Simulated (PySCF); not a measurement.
**CH6ClGeN: electronic excitations and core binding energies**

What electronic excitations and core binding energies should CH6ClGeN (`[CH3][Ge@H]([NH2])[Cl]`) show?

Computed with PySCF 2.14.0, with density-fitted response routines of our own, on a single molecule in the gas phase. Atoms count from 0, in the outputs and in this text.

## Step 1: The starting structure

10 atoms, charge 0, multiplicity 1; geometry from: GFN2-xTB.

Bonds of the start (Å): C0–Ge1 1.97, Ge1–N2 1.82, Ge1–Cl3 2.10, C0–H4 1.09, C0–H5 1.09, C0–H6 1.09, Ge1–H7 1.53, N2–H8 1.01, N2–H9 1.01.

## Step 2: TDDFT and polarisability: wB97X-D/def2-SVPD

What the job is given:

```
{"job": {"kind": "uv", "xc": "wB97X-D", "basis": "def2-SVPD", "nstates": 8, "ntriplets": 3}, "charge": 0, "multiplicity": 1}
C     -1.508490     0.018434     0.026223
Ge     0.382486     0.456470    -0.334135
N      1.424344    -0.804908     0.464420
Cl     0.934774     2.242862     0.628088
H     -1.655028    -0.077580     1.099071
H     -1.790852    -0.918024    -0.445245
H     -2.167032     0.799593    -0.342979
H      0.675782     0.662113    -1.823980
H      1.299821    -1.762718     0.173784
H      2.413078    -0.611588     0.532224
```

Method: TDDFT wB97X-D/def2-SVPD, vertical, gas phase, core orbitals frozen in the response.

Launch:

```sh
$ OMP_NUM_THREADS=1 python probes_run.py task.json out
```

One launch serves the whole session: the jobs run in the order shown.

**Question.** This job is followed by: delta-SCF UKS SCAN, pcX-2 on the ionised atom, pcseg-1 elsewhere, spin-free X2C. What will the session give for the following? lowest singlet (wB97X-D/def2-SVPD); brightest single state of those computed; lowest triplet; C1s binding energies, SCAN/pcX-2; N1s binding energies, SCAN/pcX-2; Cl1s binding energies, SCAN/pcX-2; Cl2p binding energies, SCAN/pcX-2.

As calculated:

| quantity | value |
| --- | --- |
| lowest singlet (wB97X-D/def2-SVPD) | 6.65 eV (187 nm), f = 0.022 |
| brightest single state of those computed | state 4, 7.90 eV, f = 0.087 |
| lowest triplet | 6.36 eV |
| C1s binding energies, SCAN/pcX-2 | C0 290.46 eV |
| N1s binding energies, SCAN/pcX-2 | N2 404.57 eV |
| Cl1s binding energies, SCAN/pcX-2 | Cl3 2828.07 eV |
| Cl2p binding energies, SCAN/pcX-2 | Cl3 206.03 eV |

The first singlet state (HOMO→LUMO 0.82, HOMO→LUMO+2 0.09) lies at 6.65 eV and is weak; of the 8 states computed, the strongest absorption comes from state 4 at 7.90 eV (the last state computed is bright too, and its partners may lie past the list). The lowest triplet lies 0.29 eV below the lowest singlet (triplets in Tamm-Dancoff, singlets in full TDDFT).
